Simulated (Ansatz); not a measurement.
# Si2H3OF (SMILES F[Si]O[SiH3]): PBE0/def2-SVPD

Aim: the electronic atomisation energy of Si2H3OF at PBE0/def2-SVPD, from 5 runs. 

The calculation is run with Ansatz 0.2.0.

57 further runs of the same task are left out: 57 set aside as unsound or not needed.

**1. Starting point**

Si2H3OF: 7 atoms, total charge 0, spin state singlet. As SMILES, `F[Si]O[SiH3]`. The coordinates come from a PBE0-D4/def2-TZVP relaxation. This is one conformer, not always the lowest.

Bond lengths: F1–Si2 1.617 Å, Si2–O3 1.630 Å, O3–Si4 1.657 Å, Si4–H5 1.482 Å, Si4–H6 1.483 Å, Si4–H7 1.483 Å. Angles: F1–Si2–O3 101.9°, Si2–O3–Si4 146.4°, O3–Si4–H5 107.7°, O3–Si4–H6 109.7°, O3–Si4–H7 109.7°, H5–Si4–H6 109.9°, H5–Si4–H7 109.9°, H6–Si4–H7 109.9°.

**2. A single-point energy at PBE0/def2-SVPD**

input.yaml

```yaml
crystal:
  periodic: [false, false, false]
  atoms:
    - {symbol: F, position_ang: [0.639300, -1.829500, 1.608700]}
    - {symbol: Si, position_ang: [-0.428700, -2.165500, 0.441500]}
    - {symbol: O, position_ang: [-0.538300, -0.736500, -0.334600]}
    - {symbol: Si, position_ang: [-0.025600, 0.837100, -0.406700]}
    - {symbol: H, position_ang: [-0.705100, 1.480700, -1.555500]}
    - {symbol: H, position_ang: [-0.385700, 1.537800, 0.850000]}
    - {symbol: H, position_ang: [1.444000, 0.875800, -0.603300]}
basis:
  gaussian: {orbitals: def2-SVPD}
hamiltonian: {xc: pbe0}
accuracy: high
output: {orbitals: {seedname: orbitals}}
```

Launch:

```console
$ ansatz run input.yaml --threads 1 --pin off --max-ram 3480MiB --events-out events.jsonl --progress --plain --runs-dir runs
```

Log:

```text
Warning: RAYON_NUM_THREADS=1 ignored (pool sized by the plan → 1); use --threads N
Functional definition: PBE0
  name "PBE0"
  parameter a = 0.25
  parameter kappa = 0.804
  parameter beta = 0.06672455060314922
  exchange = (1 - a)*pbe_x(kappa = kappa, mu = beta*pi^2/3) + a*exact_x
  correlation = pbe_c(beta = beta)
2284 factors; integrals over basis functions are off by at most 3.8e-9 eV
mean field evaluation 1: about -20544.9534 eV, gradient 5.9e1 eV
mean field evaluation 2: about -20528.9135 eV, gradient 1.1e2 eV
mean field evaluation 4: about -20550.6536 eV, gradient 7.7e0 eV
mean field evaluation 8: about -20550.8496 eV, gradient 1.9e-1 eV
mean field evaluation 16: about -20550.8497 eV, gradient 5.5e-6 eV
mean field -20550.84973480 eV, -755.2297978877 hartree, gradient 6.3e-8 eV, S^2 0.000000; 0 other end points of the search recorded, 0 dependent functions left out
reference -20550.84973810 eV, -755.2297980089 hartree; 24, 24 occupied and 94, 94 virtual orbitals, 2284 factors
Total energy: -20550.84973810 eV, -755.2297980089 hartree
```

Run time: 9.9 s. Hardware: 1 thread of Arm Neoverse V2, shared host; peak memory 0.43 GiB.

**3. The F atom, same level**

input.yaml

```yaml
crystal:
  periodic: [false, false, false]
  atoms:
    - {symbol: F, position_ang: [0.000000, 0.000000, 0.000000]}
basis:
  gaussian:
    orbitals: def2-SVPD
accuracy: high
hamiltonian:
  xc: pbe0
magnetization:
  spin_polarized: true
  initial_magnetization: 1
```

Run the same way, it converges to -99.55958 Eh (log not shown).

**4. The H atom, same level**

job.yaml

```yaml
crystal:
  periodic: [false, false, false]
  atoms:
    - {symbol: H, position_ang: [0.000000, 0.000000, 0.000000]}
basis:
  gaussian: {orbitals: def2-SVPD}
accuracy: high
hamiltonian: {xc: {name: PBE0}}
magnetization: {spin_polarized: true, initial_magnetization: 1}
```

Run the same way, it converges to -0.50029 Eh (log not shown).

**5. The O atom at the same level**

molecule.yaml

```yaml
crystal:
  periodic: [false, false, false]
  atoms:
    - {symbol: O, position_ang: [0.000000, 0.000000, 0.000000]}
basis:
  gaussian: {orbitals: def2-SVPD}
magnetization: {spin_polarized: true, initial_magnetization: 2}
hamiltonian: {xc: pbe0}
accuracy: high
```

Run the same way, it converges to -74.93194 Eh (log not shown).

**6. The Si atom at the same level**

molecule.yaml

```yaml
crystal:
  periodic: [false, false, false]
  atoms:
    - symbol: Si
      position_ang: [0.000000, 0.000000, 0.000000]
basis:
  gaussian: {orbitals: def2-SVPD}
hamiltonian: {xc: {name: PBE0}}
accuracy: high
magnetization: {spin_polarized: true, initial_magnetization: 2}
```

Run the same way, it converges to -289.15276 Eh (log not shown).

**7. Summary of results**

Level: PBE0/def2-SVPD.

| quantity | value |
| --- | --- |
| molecule: total energy | -755.22980 Eh |
| molecule: HOMO energy | -7.79 eV |
| molecule: LUMO energy | -1.78 eV |
| molecule: HOMO–LUMO gap | 6.01 eV |
| F atom: total energy | -99.55958 Eh |
| F atom: ⟨S²⟩ | 0.752 |
| H atom: total energy | -0.50029 Eh |
| H atom: ⟨S²⟩ | 0.750 |
| O atom: total energy | -74.93194 Eh |
| O atom: ⟨S²⟩ | 2.004 |
| Si atom: total energy | -289.15276 Eh |
| Si atom: ⟨S²⟩ | 2.005 |
| electronic atomisation energy | 25.358 eV |

Taking the molecule apart into free atoms costs 25.36 eV (585 kcal/mol), before zero-point energy and without spin-orbit coupling.
